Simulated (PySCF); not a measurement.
# GeH7NOSi: the cost of one run

The runs use PySCF 2.14.0, with density-fitted response routines of our own; the level of theory stands in each step. All values are computed, except where a source is named. Atoms are numbered from 0 throughout.

**1. The starting structure**

11 atoms, charge 0, multiplicity 1; geometry from: GFN2-xTB. The atoms were then displaced at random by about 0.01 Å, so the start is not that level's minimum.

Bonds of the start (Å): N0–Si1 1.70, Si1–O2 1.62, O2–Ge3 1.77, N0–H4 1.02, N0–H5 1.03, Si1–H6 1.46, Si1–H7 1.45, Ge3–H8 1.48, Ge3–H9 1.48, Ge3–H10 1.50.

**2. Optimising the geometry at PBE0-D3(BJ)/def2-SVP**

What the job is given:

```
{"job": {"xc": "PBE0", "basis": "def2-SVP", "d3": "d3bj", "grid": 1, "shake": 0.01, "kind": "geom"}, "charge": 0, "multiplicity": 1}
N     -1.692000     0.298190    -0.691430
Si    -1.001950    -0.646780     0.535910
O      0.568970    -0.278570     0.609500
Ge     1.979410     0.265840    -0.302220
H     -1.425090     1.279070    -0.793370
H     -2.708170     0.253500    -0.852360
H     -1.408300    -0.395880     1.919410
H     -1.148550    -2.020820     0.095290
H      1.877970    -0.316930    -1.657240
H      3.121180    -0.225610     0.495250
H      1.874640     1.762160    -0.334480
```

The run is started by

```
> OMP_NUM_THREADS=1 python probes_run.py task.json out
```

One launch serves the whole session: the jobs run in the order shown.

Q: Estimate the wall time and peak memory of this first job on 1 thread of Arm Neoverse V1, shared host.

About 81 s, with a peak of 0.48 GiB.
